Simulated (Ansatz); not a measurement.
# Mo2Ir: one candidate structure, part 2 of 2

Where does Mo2Ir go from the start given, cubic Laves (C15) type (Fd-3m, No. 227)?

Ansatz 0.2.0; DFT PBE, scalar-relativistic, plane waves, PAW.

### 4 Relaxing cell and atoms (candidate A)

Contents of input.yaml:

```yaml
crystal:
  lattice:
    - [0.0, 3.6128160086, 3.6128160086]
    - [3.6128160086, 0.0, 3.6128160086]
    - [3.6128160086, 3.6128160086, 0.0]
  atoms:
    - { symbol: Mo, position: [0.125, 0.125, 0.125] }
    - { symbol: Mo, position: [0.625, 0.125, 0.125] }
    - { symbol: Mo, position: [0.125, 0.125, 0.625] }
    - { symbol: Mo, position: [0.125, 0.625, 0.125] }
    - { symbol: Ir, position: [0.5, 0.5, 0.5] }
    - { symbol: Ir, position: [0.75, 0.75, 0.75] }
basis:
  ecutwfc: 420
kpoints:
  mp_grid: { grid: [10, 10, 10] }
hamiltonian:
  xc: pbe
scf:
  occupations: { method: gaussian, width: 0.1 }
output:
  forces: true
  stress: true
  eigenvalues: true
relax:
  adjacent_minimum: "off"
  f_tol: 0.01
  max_steps: 80
  cell: { stress_tol: 0.05 }
```

On the command line:

```
$ ansatz run input.yaml --threads 1 --pin off --max-ram 2560MiB --backend cpu --events-out ev --progress --plain --runs-dir out
```

Log:

```text
Warning: RAYON_NUM_THREADS=1 ignored (pool sized by the plan → 1); use --threads N
Engine: ansatz 0.2.0, aarch64-unknown-linux-gnu
Pseudopotentials: kind: paw
Pseudopotential: Mo, paw, valence charge 14, recommended cutoff 420 eV (normal), Mo.paw.azcp
Pseudopotential: Ir, paw, valence charge 17, recommended cutoff 420 eV (normal), Ir.paw.azcp
Functional definition: PBE
  parameter kappa = 0.804
  parameter beta = 0.06672455060314922
  exchange = pbe_x(kappa = kappa, mu = beta*pi^2/3)
  correlation = pbe_c(beta = beta)
Crystal: 6 atoms, lattice volume = 94.312 Å³
Basis set: ecut = 420 eV, 1837 PW (Γ), exchange–correlation on 72×72×72 points (8 copies of the dense FFT grid, shifted against one another)
Bands: 54, of which v1, the nominal top of the filled ones, is band 45 counted from 1 (44 counted from 0)
Symmetry: 48 space group operations
Space group: Fd-3m (ITA 227), of the structure as read, at distance tolerance 4.6e-5 Å
k-points: 47 of 1000
Non-local potential: Mo, projectors of the file, l = 0: 3, l = 1: 2, l = 2: 2, l = 3: 1
Non-local potential: Ir, projectors of the file, l = 0: 3, l = 1: 2, l = 2: 2, l = 3: 1
PAW form: soft (Blöchl's): semilocal exchange-correlation on the pseudo side does not see the compensation charge
PAW one-centre angular grid: Mo, 590 points (default); XC on 64 Gauss nodes
PAW one-centre angular grid: Ir, 590 points (default); XC on 64 Gauss nodes
Initial density: superposition of atomic densities (neutral atoms: chi_scale 0, normalization atom), corrected by the library's trained network
Initial wavefunctions: pseudopotential atomic-orbital guess
Functional: x = pbe(κ = 0.804, μ = 0.2195149727645171), c = pbe(β = 0.06672455060314922)
SCF iter   1: F=—  HF=-43693.551527 eV  |F-HF|=—  |Δ(HF+E_count)|=         —  Δρ=1.19e-2  dr2=3.25e-1  ethr=1.77e-3  ⟨swp⟩=5.0  Hψ=8241  notcnv=0
preconditioner: auto → Kerker (q_TF=auto, 2.707 Å⁻¹)  [metal: Δε(μ)=0.019 eV  Ē_g=4.671 eV  σ=0.100 eV  W_gap=0.11  n_scr=26 (ndim 8)  ℏωp=24.8 eV  f_vac=0.000  D(μ)=4.16/eV (n_scr^D=26)]
SCF iter   2: F=—  HF=-43693.525373 eV  |F-HF|=—  |Δ(HF+E_count)|=   2.62e-2  Δρ=6.40e-3  dr2=1.01e-1  ethr=3.61e-4  ⟨swp⟩=1.0  Hψ=2961  notcnv=0
SCF iter   3: F=—  HF=-43693.512175 eV  |F-HF|=—  |Δ(HF+E_count)|=   1.32e-2  Δρ=9.48e-4  dr2=5.57e-4  ethr=1.12e-4  ⟨swp⟩=1.8  Hψ=2612  notcnv=0
SCF iter   4: F=—  HF=-43693.512082 eV  |F-HF|=—  |Δ(HF+E_count)|=   9.32e-5  Δρ=1.94e-4  dr2=7.56e-5  ethr=6.19e-7  ⟨swp⟩=2.0  Hψ=3994  notcnv=0
SCF iter   5: F=—  HF=-43693.512079 eV  |F-HF|=—  |Δ(HF+E_count)|=   2.85e-6  Δρ=5.17e-5  dr2=3.19e-6  ethr=8.40e-8  ⟨swp⟩=1.9  Hψ=2782  notcnv=0  defer=1
SCF iter   6: F=-43693.512079 eV  HF=-43693.512079 eV  |F-HF|=1.67e-9  |Δ(HF+E_count)|=   2.93e-7  Δρ=6.50e-6  dr2=2.89e-8  ethr=1.11e-10  ⟨swp⟩=7.3  Hψ=10441  notcnv=0
SCF 1 converged in 6 iterations: F = -43693.512079 eV  dr2 = 2.89e-8
relax step   1: F+E_penalty+E_count = -43693.51207855 eV  Δ(F+E_penalty+E_count) = +0.000e0 eV  max|allowed force component| = 4.819e-19 eV/Å  Δτ_max = 0.0000 Å  P = -0.375 GPa  Ω = 94.312 Å³  (6 SCF iters, dr2 threshold 1.00e-7 eV, accepted)
Crystal: 6 atoms, lattice volume = 93.968 Å³
Initial density: handed on by an earlier stage of this run
Initial wavefunctions: those handed on with the density
iter 1 solved again at ethr=5.19e-7 eV; its pass at ethr=3.10e-3 eV (dr2=4.67e-4 eV) is discarded
SCF iter   1: F=—  HF=-43693.512048 eV  |F-HF|=—  |Δ(HF+E_count)|=         —  Δρ=4.74e-4  dr2=4.55e-4  ethr=5.19e-7  ⟨swp⟩=2.1  Hψ=10464  notcnv=0
preconditioner: auto → Kerker (q_TF=auto, 2.709 Å⁻¹)  [metal: Δε(μ)=0.006 eV  Ē_g=4.724 eV  σ=0.100 eV  W_gap=0.03  n_scr=26 (ndim 8)  ℏωp=24.8 eV  f_vac=0.000  D(μ)=4.05/eV (n_scr^D=26)]
SCF iter   2: F=—  HF=-43693.512017 eV  |F-HF|=—  |Δ(HF+E_count)|=   3.09e-5  Δρ=2.21e-4  dr2=1.01e-4  ethr=5.05e-7  ⟨swp⟩=1.0  Hψ=2538  notcnv=0
SCF iter   3: F=—  HF=-43693.512013 eV  |F-HF|=—  |Δ(HF+E_count)|=   3.85e-6  Δρ=2.61e-5  dr2=6.61e-7  ethr=1.12e-7  ⟨swp⟩=1.3  Hψ=2556  notcnv=0
iter 4 did not close the SCF: its close was put off for the readings that it lacked (scf_convergence_deferred on its scf_iter line)
SCF iter   4: F=-43693.512013 eV  HF=-43693.512013 eV  |F-HF|=3.91e-9  |Δ(HF+E_count)|=   4.21e-8  Δρ=3.36e-6  dr2=9.61e-9  ethr=7.34e-10  ⟨swp⟩=2.0  Hψ=3520  notcnv=0
iter 5 did not close the SCF: its close was put off for the readings that it lacked (scf_convergence_deferred on its scf_iter line)
SCF iter   5: F=-43693.512013 eV  HF=-43693.512013 eV  |F-HF|=1.96e-10  |Δ(HF+E_count)|=   1.38e-9  Δρ=5.98e-7  dr2=4.09e-10  ethr=1.07e-11  ⟨swp⟩=2.2  Hψ=3889  notcnv=0
SCF iter   6: F=-43693.512013 eV  HF=-43693.512013 eV  |F-HF|=1.46e-11  |Δ(HF+E_count)|=  7.28e-11  Δρ=1.48e-7  dr2=1.56e-11  ethr=1.00e-12  ⟨swp⟩=1.0  Hψ=5264  notcnv=0
SCF 2 converged in 6 iterations: F = -43693.512013 eV  dr2 = 1.56e-11
relax step   2: F+E_penalty+E_count = -43693.51201295 eV  Δ(F+E_penalty+E_count) = +6.559e-5 eV  max|allowed force component| = 4.951e-18 eV/Å  Δτ_max = 0.0000 Å  P = +0.550 GPa  Ω = 93.968 Å³  energy of the carried Pulay correction = +1.187e-4 eV  (6 SCF iters, dr2 threshold 3.52e-7 eV, rejected (line search))
Crystal: 6 atoms, lattice volume = 94.172 Å³
iter 1 solved again at ethr=1.79e-7 eV; its pass at ethr=3.10e-3 eV (dr2=1.61e-4 eV) is discarded
SCF iter   1: F=—  HF=-43693.512303 eV  |F-HF|=—  |Δ(HF+E_count)|=         —  Δρ=2.83e-4  dr2=1.62e-4  ethr=1.79e-7  ⟨swp⟩=2.1  Hψ=10477  notcnv=0
preconditioner: auto → Kerker (q_TF=auto, 2.708 Å⁻¹)  [metal: Δε(μ)=0.003 eV  Ē_g=4.712 eV  σ=0.100 eV  W_gap=0.02  n_scr=26 (ndim 8)  ℏωp=24.8 eV  f_vac=0.000  D(μ)=4.03/eV (n_scr^D=26)]
SCF iter   2: F=—  HF=-43693.512296 eV  |F-HF|=—  |Δ(HF+E_count)|=   7.23e-6  Δρ=1.32e-4  dr2=3.57e-5  ethr=1.79e-7  ⟨swp⟩=1.0  Hψ=2538  notcnv=0
SCF iter   3: F=—  HF=-43693.512290 eV  |F-HF|=—  |Δ(HF+E_count)|=   6.12e-6  Δρ=1.57e-5  dr2=2.29e-7  ethr=3.97e-8  ⟨swp⟩=1.2  Hψ=2555  notcnv=0
SCF iter   4: F=—  HF=-43693.512291 eV  |F-HF|=—  |Δ(HF+E_count)|=   1.24e-6  Δρ=1.96e-6  dr2=3.22e-9  ethr=2.55e-10  ⟨swp⟩=2.0  Hψ=3521  notcnv=0
SCF iter   5: F=—  HF=-43693.512291 eV  |F-HF|=—  |Δ(HF+E_count)|=  4.73e-10  Δρ=3.49e-7  dr2=1.30e-10  ethr=3.58e-12  ⟨swp⟩=2.2  Hψ=3828  notcnv=0
SCF iter   6: F=-43693.512291 eV  HF=-43693.512291 eV  |F-HF|=7.28e-12  |Δ(HF+E_count)|=  1.46e-11  Δρ=8.45e-8  dr2=5.59e-12  ethr=1.00e-12  ⟨swp⟩=4.0  Hψ=7887  notcnv=0
SCF 3 converged in 6 iterations: F = -43693.512291 eV  dr2 = 5.59e-12
relax step   3: F+E_penalty+E_count = -43693.51229102 eV  Δ(F+E_penalty+E_count) = -2.125e-4 eV  max|allowed force component| = 6.939e-18 eV/Å  Δτ_max = 0.0000 Å  P = -0.001 GPa  Ω = 94.172 Å³  energy of the carried Pulay correction = +4.818e-5 eV  (6 SCF iters, accepted)
Initial wavefunctions: pseudopotential atomic-orbital guess (no wavefunctions were taken with the density)
iter 1 solved again at ethr=1.94e-7 eV; its pass at ethr=3.10e-3 eV (dr2=1.75e-4 eV) is discarded
SCF iter   1: F=—  HF=-43693.512262 eV  |F-HF|=—  |Δ(HF+E_count)|=         —  Δρ=2.52e-6  dr2=1.53e-9  ethr=1.94e-7  ⟨swp⟩=3.0  Hψ=14113  notcnv=0
eigensolver tolerance schedule: the retry pair's looser diagonalisation over-reported the residual by 114314.57 of it (diagonalisation noise at an unbounded share of the residual, at the tolerance the schedule requests for it); recorded, not acted on — ethr = c·dr2/N_el stays at c = 1.0e-1
preconditioner: auto → Kerker (q_TF=auto, 2.708 Å⁻¹)  [metal: Δε(μ)=0.006 eV  Ē_g=4.712 eV  σ=0.100 eV  W_gap=0.03  n_scr=26 (ndim 8)  ℏωp=24.8 eV  f_vac=0.000  D(μ)=4.04/eV (n_scr^D=26)]
SCF iter   2: F=—  HF=-43693.512262 eV  |F-HF|=—  |Δ(HF+E_count)|=   2.63e-7  Δρ=1.21e-6  dr2=3.71e-10  ethr=1.70e-12  ⟨swp⟩=3.4  Hψ=6309  notcnv=0
iter 3 did not close the SCF: its close was put off for the readings that it lacked (scf_convergence_deferred on its scf_iter line)
SCF iter   3: F=-43693.512262 eV  HF=-43693.512262 eV  |F-HF|=7.28e-12  |Δ(HF+E_count)|=  1.46e-11  Δρ=5.13e-7  dr2=5.48e-11  ethr=1.00e-12  ⟨swp⟩=1.0  Hψ=2538  notcnv=0
iter 4 did not close the SCF: its close was put off for the readings that it lacked (scf_convergence_deferred on its scf_iter line)
SCF iter   4: F=-43693.512262 eV  HF=-43693.512262 eV  |F-HF|=7.28e-12  |Δ(HF+E_count)|=  1.46e-11  Δρ=3.37e-8  dr2=7.69e-13  ethr=1.00e-12  ⟨swp⟩=1.0  Hψ=2538  notcnv=0
iter 5 did not close the SCF: its close was put off for the readings that it lacked (scf_convergence_deferred on its scf_iter line)
SCF iter   5: F=-43693.512262 eV  HF=-43693.512262 eV  |F-HF|=2.18e-11  |Δ(HF+E_count)|=  1.46e-11  Δρ=7.03e-9  dr2=4.33e-14  ethr=1.00e-12  ⟨swp⟩=1.0  Hψ=2538  notcnv=0
iter 6 did not close the SCF: its close was put off for the readings that it lacked (scf_convergence_deferred on its scf_iter line)
SCF iter   6: F=-43693.512262 eV  HF=-43693.512262 eV  |F-HF|=7.28e-12  |Δ(HF+E_count)|=  2.91e-11  Δρ=2.46e-9  dr2=8.98e-15  ethr=1.00e-12  ⟨swp⟩=1.0  Hψ=2538  notcnv=0
SCF iter   7: F=-43693.512262 eV  HF=-43693.512262 eV  |F-HF|=7.28e-12  |Δ(HF+E_count)|=  1.46e-11  Δρ=5.78e-10  dr2=4.39e-16  ethr=1.00e-12  ⟨swp⟩=1.0  Hψ=5264  notcnv=0
SCF 4 converged in 7 iterations: F = -43693.512262 eV  dr2 = 4.39e-16
relax step   4: F+E_penalty+E_count = -43693.51226228 eV  Δ(F+E_penalty+E_count) = +2.874e-5 eV  max|allowed force component| = 6.939e-18 eV/Å  Δτ_max = 0.0000 Å  P = -0.001 GPa  Ω = 94.172 Å³  stress off target by 1.24e-3 GPa  SCF on the basis re-selected at this cell (its energy is not comparable with the rows above)  (7 SCF iters)
basis re-selected at this cell: Δ(F+E_penalty+E_count) = +2.874e-5 eV, ΔP = +0.000 GPa vs the last step (what re-selecting the basis moved, of the pressure what is left beyond the Pulay correction that the steps carried, after the strain that the cell walked since its last selection, with what the two solves' SCF thresholds leave and, on support functions, any second-order correction that the steps lacked; it is no measure of the basis error at this ecutwfc). This SCF's stress stands 1.24e-3 GPa from its target on what of the cell is left free (relax.cell.stress_tol is 5.00e-2 GPa) and its largest allowed force component is 6.94e-18 eV/Å (relax.f_tol is 1.00e-2 eV/Å): within both
SCF converged after 7 iterations
Free energy (F): -43693.512262 eV
Harris-Foulkes:  -43693.512262 eV  (|F-HF|=7.28e-12)
Internal energy: -43693.492050 eV  (E = F + TS)
E sigma→0 (E₀):  -43693.502156 eV
Entropy (-TS):   -0.020212 eV (-3.369 meV/atom)
Fermi energy:    21.450363 eV
--- Per-component energies (eV) ---
  E_band       = -489.928051
  E_kinetic    = 3014.186299
  E_local      = -5705.717079  (includes V_loc(G=0)·N_el)
  E_nonlocal   = 720.746020
  E_hartree    = 2019.417470
  E_xc         = -1269.623015
  E_vxc        = -1515.831910  (∫ρ·V_xc dr)
  E_paw        = -31253.574432  (= ΣΔE_a)
  E_vpaw       = -1042.146609  (= ΣTr[D̂ρ^β])
  E_aug_tail   = 0.000287  (compensation charges beyond the density's cutoff)
  E_ewald      = -11218.927601
  E_smearing   = -0.020212  (= −TS)
  E_closure    = -0.000000  (closes the sum)
  Σ components = -43693.512262   (vs F -43693.512262, Δ=0.00e0)
--- Forces (eV/Å), atoms counted from 1 ---
  atom   1  Mo     0.00000000    -0.00000000    -0.00000000
  atom   2  Mo    -0.00000000    -0.00000000    -0.00000000
  atom   3  Mo    -0.00000000     0.00000000    -0.00000000
  atom   4  Mo    -0.00000000    -0.00000000     0.00000000
  atom   5  Ir     0.00000000     0.00000000     0.00000000
  atom   6  Ir    -0.00000000    -0.00000000    -0.00000000
  max |Σ_I F_I| component: 1.48e-18 eV/Å
--- Stress (GPa, compression-positive) ---
       -0.001239       0.000000       0.000000
        0.000000      -0.001239       0.000000
        0.000000       0.000000      -0.001239
  P = ⅓ Tr σ = -0.0012 GPa (-0.012 kbar)
--- Band table (eV; the first three rows and the last of 47) ---
  k-point 0: bands = ["-70.6884", "-70.6831", "-39.9123", "-39.4411", "-39.4411", "-39.4411", "-27.5495", "-27.5495", "-27.5495", "-27.5035", "-27.5035", "-27.5035", "-15.4684", "-14.3924", "-14.3924", "-14.3924", "-14.0590", "-14.0590", "-13.1383", "-13.1383", "-13.1383", "-12.7615", "-12.7615", "-12.7615", "13.3184", "14.6896", "16.2878", "16.2878", "16.2878", "17.1899", "17.1899", "17.1899", "17.9035", "17.9035", "18.0617", "18.0617", "19.0645", "19.0645", "19.0645", "19.8772", "19.8772", "19.8772", "20.1328", "20.1328", "23.1339", "23.1339", "23.1339", "23.2993", "23.9618", "23.9618", "23.9618", "24.3702", "24.3702", "26.2486"]
  k-point 1: bands = ["-70.6883", "-70.6832", "-39.9041", "-39.4501", "-39.4411", "-39.4411", "-27.5500", "-27.5500", "-27.5493", "-27.5036", "-27.5031", "-27.5031", "-15.4303", "-14.3824", "-14.3748", "-14.3748", "-14.0501", "-14.0501", "-13.1608", "-13.1608", "-13.1383", "-12.8221", "-12.7699", "-12.7699", "13.4385", "14.8009", "16.3465", "16.3466", "16.3466", "16.9902", "17.1858", "17.1858", "17.9559", "17.9559", "18.1334", "18.1334", "19.0444", "19.0540", "19.0540", "19.8791", "19.8791", "19.8894", "20.1169", "20.1169", "23.1009", "23.1009", "23.1094", "23.2581", "23.9803", "23.9803", "24.0098", "24.1091", "24.1091", "25.6815"]
  k-point 2: bands = ["-70.6881", "-70.6835", "-39.8808", "-39.4754", "-39.4412", "-39.4412", "-27.5513", "-27.5513", "-27.5485", "-27.5039", "-27.5019", "-27.5019", "-15.3262", "-14.3466", "-14.3298", "-14.3298", "-14.0180", "-14.0180", "-13.2303", "-13.2303", "-13.1381", "-12.9945", "-12.7887", "-12.7887", "13.7854", "15.0935", "16.3857", "16.4996", "16.4996", "16.7113", "17.2178", "17.2178", "18.0839", "18.0839", "18.2539", "18.2539", "18.8957", "19.0778", "19.0778", "19.8922", "19.8922", "19.9202", "20.0834", "20.0834", "22.7207", "23.0417", "23.0417", "23.0466", "23.5245", "23.5245", "24.0344", "24.0344", "24.1758", "24.9603"]
  k-point 46: bands = ["-70.6858", "-70.6858", "-39.6818", "-39.6818", "-39.4418", "-39.4418", "-27.5574", "-27.5574", "-27.5264", "-27.5264", "-27.4948", "-27.4948", "-14.5219", "-14.5219", "-14.0687", "-14.0687", "-13.7397", "-13.7397", "-13.7109", "-13.7109", "-13.3582", "-13.3582", "-12.9772", "-12.9772", "15.8679", "15.8679", "16.6820", "16.6820", "17.3565", "17.3565", "17.7358", "17.7358", "18.0914", "18.0914", "18.2459", "18.2459", "18.9147", "18.9147", "19.2701", "19.2701", "19.8785", "19.8785", "20.8561", "20.8561", "21.0179", "21.0179", "21.8296", "21.8296", "22.2137", "22.2137", "23.0738", "23.0738", "23.9032", "23.9032"]
--- Relaxed structure (3 steps of the walk, 2 accepted, 1 SCFs on fresh bases) ---
  F+E_penalty+E_count = -43693.51226228 eV   max|allowed force component| = 6.939e-18 eV/Å   (the final SCF, on the basis selected at the relaxed cell)
  cell:  # Å, volume = 94.1724 Å³
    - [-1.2738430082238976e-35, 3.6110310472502727, 3.6110310472502727]
    - [3.6110310472502727, 1.5923037602798722e-35, 3.6110310472502727]
    - [3.6110310472502727, 3.6110310472502727, 3.184607520559744e-36]
  atoms:
    - { symbol: Mo, position: [0.125, 0.125, 0.125] }
    - { symbol: Mo, position: [0.6250000000000001, 0.125, 0.12499999999999994] }
    - { symbol: Mo, position: [0.125, 0.125, 0.6250000000000001] }
    - { symbol: Mo, position: [0.125, 0.6250000000000001, 0.12499999999999994] }
    - { symbol: Ir, position: [0.5, 0.5, 0.5] }
    - { symbol: Ir, position: [0.7500000000000001, 0.7500000000000001, 0.7500000000000001] }
```

Wall time 57 s (1 thread of Arm Neoverse V1, shared host); peak memory 0.48 GiB.

The steps of the relaxation:

```csv
step,energy from step 1 (eV/cell),largest force component (eV/Å),pressure (GPa),volume (Å³)
1,0.0000,0.0000,-0.38,94.31
2,0.0001,0.0000,0.55,93.97
3,-0.0002,0.0000,0.00,94.17
4,-0.0002,0.0000,0.00,94.17
```

Step 1 is the start. Step 4 repeats the geometry before it on a plane-wave basis chosen anew for that cell, so its energy need not be comparable with the rows above. Step 2 was tried and not accepted.

Lengths and angles in the start's conventional setting:

|  | before | after | change |
| --- | --- | --- | --- |
| a (Å) | 7.226 | 7.222 | 0.0 % |
| b (Å) | 7.226 | 7.222 | 0.0 % |
| c (Å) | 7.226 | 7.222 | 0.0 % |
| volume (Å³/atom) | 15.72 | 15.70 | -0.1 % |
| shortest distance (Å) | 2.555 | 2.553 | 0.0 % |
| space group (0.01 Å) | Fd-3m | Fd-3m | same |

Forces and stress were held to the start's 48 operations: a distortion of lower symmetry was not tested.

### 5 Changed: hubbard.sites [{species: Ir, l: d, u_eff: 8.0}], hubbard.double_counting fll

input.yaml, as its differences from that of step 4:

```diff
@@ -2,5 +2,5 @@
   lattice:
-    - [0.0, 3.6128160086, 3.6128160086]
-    - [3.6128160086, 0.0, 3.6128160086]
-    - [3.6128160086, 3.6128160086, 0.0]
+    - [0.0, 3.6110310473, 3.6110310473]
+    - [3.6110310473, 0.0, 3.6110310473]
+    - [3.6110310473, 3.6110310473, 0.0]
   atoms:
@@ -18,2 +18,3 @@
   xc: pbe
+  hubbard: { sites: [{ species: Ir, l: d, u_eff: 8.0 }], double_counting: fll }
 scf:
@@ -22,8 +23,3 @@
   forces: true
+  eigenvalues: true
   stress: true
-  eigenvalues: true
-relax:
-  adjacent_minimum: "off"
-  f_tol: 0.01
-  max_steps: 80
-  cell: { stress_tol: 0.05 }
```

On the command line:

```
$ ansatz run input.yaml --threads 1 --pin off --max-ram 2560MiB --backend cpu --events-out ev --progress --plain --runs-dir out
```

Log (excerpt; [...] marks lines left out):

```text
Warning: RAYON_NUM_THREADS=1 ignored (pool sized by the plan → 1); use --threads N
Mo: projections on atomic orbitals take those of the free atom [Ar 3d10] 4s2 4p6 4d5 5s1, of charge +0.00 (hamiltonian.pseudopotentials.projection_atoms); the dataset's partial waves leave at most 6.0e-6 of an orbital's norm unspanned inside its sphere
Ir: projections on atomic orbitals take those of the free atom [Kr 4d10 4f14] 5s2 5p6 5d7 6s2, of charge +0.00 (hamiltonian.pseudopotentials.projection_atoms); the dataset's partial waves leave at most 8.4e-5 of an orbital's norm unspanned inside its sphere
[...]
[... 4 set-up lines as earlier in the session ...]
[...]
Crystal: 6 atoms, lattice volume = 94.172 Å³
[...]
SCF iter   9: F=-43681.319462 eV  HF=-43681.319462 eV  |F-HF|=3.82e-9  |Δ(HF+E_count)|=   7.94e-9  Δρ=1.66e-6  dr2=5.02e-9  ethr=1.11e-10  ⟨swp⟩=3.5  Hψ=5935  notcnv=0
[...]
SCF converged after 9 iterations
Free energy (F): -43681.319462 eV
[...]
E sigma→0 (E₀):  -43681.311712 eV
Entropy (-TS):   -0.015500 eV (-2.583 meV/atom)
Fermi energy:    20.745422 eV
[...]
--- Forces (eV/Å), atoms counted from 1 ---
  atom   1  Mo     0.00000000    -0.00000000    -0.00000000
  atom   2  Mo     0.00000000     0.00000000     0.00000000
  atom   3  Mo     0.00000000    -0.00000000     0.00000000
  atom   4  Mo     0.00000000    -0.00000000    -0.00000000
  atom   5  Ir    -0.00000000     0.00000000     0.00000000
  atom   6  Ir     0.00000000    -0.00000000     0.00000000
[...]
--- Stress (GPa, compression-positive) ---
        0.778031       0.000000      -0.000000
        0.000000       0.778031       0.000000
        0.000000      -0.000000       0.778031
  P = ⅓ Tr σ = 0.7780 GPa (7.780 kbar)
--- Band table (eV; the first three rows and the last of 47) ---
[...]
Occupation matrices written to <dir>
```

It took 21 s on 1 thread of Arm Neoverse V1, shared host; peak memory 0.62 GiB.

| run | ending | energy change | pressure (GPa) | gap (eV) | force (eV/Å) | cycles | time |
| --- | --- | --- | --- | --- | --- | --- | --- |
| step 4 | converged | 0 | 0.0 | 0.00 | 0.00 | - | 57 s |
| variant | converged | +2.03 eV/atom (U changed: no physical gain or loss) | 0.8 | 0.00 | 0.00 | 9 | 21 s |

Changing the Hubbard U moves the energy by +2.03 eV/atom, and the pressure goes from 0.0 to 0.8 GPa. The U term adds an energy of its own, so the shift says nothing about which run is better.

### 6 Results

This closing draws on all 2 parts.

Formation energies count from the elements, computed with the same settings in runs not shown here.

Rows marked E are candidates relaxed earlier by the same steps.

```
candidate                                    start  space group at the end  atoms  volume (Å³/atom)  energy above the lowest (meV/atom)  gap on the mesh (eV)  formation energy (eV/atom)
       E2              AlB2 type (P6/mmm, No. 191)                  P6/mmm      3             15.37                                 0.0                  0.00                      +0.071
       E1             Li2Pt type (P6/mmm, No. 191)                  P6/mmm      3             15.37                                 0.0                  0.00                      +0.071
        A  cubic Laves (C15) type (Fd-3m, No. 227)                   Fd-3m      6             15.70                               131.8                  0.00                      +0.203
```

**Reading.** E2 and E1 end within 0.1 meV/atom of each other in the same space group, most likely the same structure. The ranking holds among these candidates alone. The lowest formation energy here, +0.07 eV/atom, is positive, so the elements lie lower than the structures tried; another structure of the compound can lie lower. The runs treat Ir without spin-orbit coupling.
